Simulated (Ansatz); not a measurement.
# PtSe: the cost of one run

Program: Ansatz 0.2.0. Level of theory: DFT PBE, scalar-relativistic, plane waves, PAW. These are calculated values, not measurements.

The COD cell was measured well above room temperature, so it is larger than a cold one.

2 further runs of the same task are left out: 1 that didn't finish, 1 set aside as unsound or not needed.

## 1. The structure to begin with

It takes space group Fm-3m (No. 225, cubic). The conventional cell has a = 5.517 Å, b = 5.517 Å, c = 5.517 Å, α = 90.00°, β = 90.00°, γ = 90.00°. Pt (site symmetry m-3m) has 6 Se at 2.76 Å as nearest neighbours. Around Se (site symmetry m-3m) lie 6 Pt at 2.76 Å.

Coordinates:

```
Pt Se
1.0
     0.00000    2.75841    2.75841
     2.75841    0.00000    2.75841
     2.75841    2.75841    0.00000
Pt Se
1 1
Cartesian
  0.0000 0.0000 0.0000
  2.7584 2.7584 2.7584
```

(A quick probe on a coarse mesh, which set the mesh and smearing, is not shown.)

## 3. Rough relaxation on the coarse mesh

input.yaml reads:

```yaml
crystal:
  lattice:
    - [0.0, 2.758408466, 2.758408466]
    - [2.758408466, 0.0, 2.758408466]
    - [2.758408466, 2.758408466, 0.0]
  atoms:
    - { symbol: Pt, position: [0.0, 0.0, 0.0] }
    - { symbol: Se, position: [0.5, 0.5, 0.5] }
basis:
  ecutwfc: 420
kpoints:
  mp_grid: { grid: [6, 6, 6] }
hamiltonian:
  xc: pbe
scf:
  occupations: { method: gaussian, width: 0.1 }
  lower_state_search: "off"
output:
  forces: true
  stress: true
  eigenvalues: true
relax:
  adjacent_minimum: "off"
  f_tol: 0.04
  max_steps: 70
  cell: { stress_tol: 0.4 }
```

The run is started by

```sh
> ansatz run input.yaml --threads 1 --pin off --max-ram 2560MiB --backend cpu --events-out ev --progress --plain --runs-dir out
```

Q: Estimate wall time and peak memory on 1 thread of Arm Neoverse V1, shared host.

About 5.6 s, with a peak of 0.3 GiB.
